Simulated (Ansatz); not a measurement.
**H4InOP: up Jacob's ladder to CCSD(T)**

The task here is to estimate one member of a computed series from the others.

The runs use Ansatz 0.2.0, Gaussian basis; functionals in def2-TZVPP, the program's frozen cores in correlated methods.

The runs, in order: LDA (SPW92), PBE-D4, revPBE-D4, BLYP-D4, r2SCAN-D4, B97M-V, PBE0-D4, B3LYP-D4, r2SCANh-D4, r2SCAN0-D4, HSE06-D4, BHLYP-D4, CAM-B3LYP-D4, LC-ωPBE, ωB97X-V, ωB97M-V, B2PLYP, PBE-QIDH; CCSD(T)/def2-SVP; CCSD(T)/def2-TZVPP; MP2/def2-QZVPP; extrapolation to the limit; RPA on PBE.

## The geometry

All runs share one geometry, relaxed beforehand with PBE0-D4 in a triple-zeta def2 set. In takes the def2 core potential; no spin-orbit term is included.

SMILES `O[PH][InH2]`, 7 atoms, charge 0, spin multiplicity 1.

Atoms are counted from 1 here; the program's logs count them from 0.

Bond lengths: O1–P2 1.670 Å, O1–H4 0.960 Å, P2–In3 2.503 Å, P2–H5 1.430 Å, In3–H6 1.723 Å, In3–H7 1.728 Å. Angles: P2–O1–H4 109.0°, O1–P2–In3 100.9°, O1–P2–H5 100.1°, In3–P2–H5 92.3°, P2–In3–H6 120.5°, P2–In3–H7 117.4°, H6–In3–H7 122.0°.

Set-up of the first run:

in.yaml

```yaml
crystal:
  periodic: [false, false, false]
  atoms:
    - {symbol: O, position_ang: [-1.844520, 0.146896, 0.079173]}
    - {symbol: P, position_ang: [-0.622820, -0.369954, -0.935491]}
    - {symbol: In, position_ang: [1.396882, 0.365878, 0.345930]}
    - {symbol: H, position_ang: [-2.634261, 0.311762, -0.441857]}
    - {symbol: H, position_ang: [-0.483656, -1.722147, -0.492232]}
    - {symbol: H, position_ang: [1.278244, 1.623236, 1.517978]}
    - {symbol: H, position_ang: [2.910131, -0.355671, -0.073501]}
basis:
  gaussian: {orbitals: def2-TZVPP}
hamiltonian: {xc: lda}
output: {orbitals: {seedname: orbitals}}
```

On the command line:

```sh
ansatz run in.yaml --threads 2 --pin off --events-out ev --progress --plain --max-ram 4352MiB
```

Among the steps run: LDA; PBE-D4 (GGA); revPBE-D4 (GGA); BLYP-D4 (GGA); r2SCAN-D4 (meta-GGA); B97M-V (meta-GGA); PBE0-D4 (hybrid); B3LYP-D4 (hybrid); r2SCANh-D4 (hybrid); r2SCAN0-D4 (hybrid); HSE06-D4 (hybrid); BHLYP-D4 (hybrid); CAM-B3LYP-D4 (range-separated); LC-ωPBE (range-separated); ωB97X-V (range-separated); ωB97M-V (range-separated); B2PLYP (double hybrid); PBE-QIDH (double hybrid).

One of the session's tables, all rows but one given; the rest of the session is left out.

It belongs to the step «Frontier levels by functional». 

| functional | HOMO (eV) | LUMO (eV) | gap (eV) |
| --- | --- | --- | --- |
| LDA (SPW92) | -5.62 | -2.75 | 2.87 |
| PBE-D4 | -5.47 | -2.50 | 2.98 |
| revPBE-D4 | -5.42 | -2.39 | 3.03 |
| BLYP-D4 | -5.33 | -2.46 | 2.87 |
| r2SCAN-D4 | -5.67 | -2.25 | 3.42 |
| B97M-V | -5.73 | -2.50 | 3.23 |
| PBE0-D4 | -6.50 | -1.79 | 4.71 |
| B3LYP-D4 | -6.31 | -2.06 | 4.24 |
| r2SCANh-D4 | -6.05 | -2.01 | 4.05 |
| r2SCAN0-D4 | -6.63 | -1.64 | 4.99 |
| HSE06-D4 | -6.11 | -2.15 | 3.96 |
| BHLYP-D4 | -7.41 | -1.16 | 6.25 |
| CAM-B3LYP-D4 | -7.72 | -1.00 | 6.72 |
| LC-ωPBE | -8.99 | 0.09 | 9.09 |
| ωB97X-V | ? | ? | ? |
| ωB97M-V | -8.52 | -0.30 | 8.22 |

Q: Estimate the row for ωB97X-V from the others.

As computed: HOMO (eV): -8.67; LUMO (eV): -0.03; gap (eV): 8.64. In the column «HOMO (eV)» it lies between LC-ωPBE (-8.99) and ωB97M-V (-8.52).
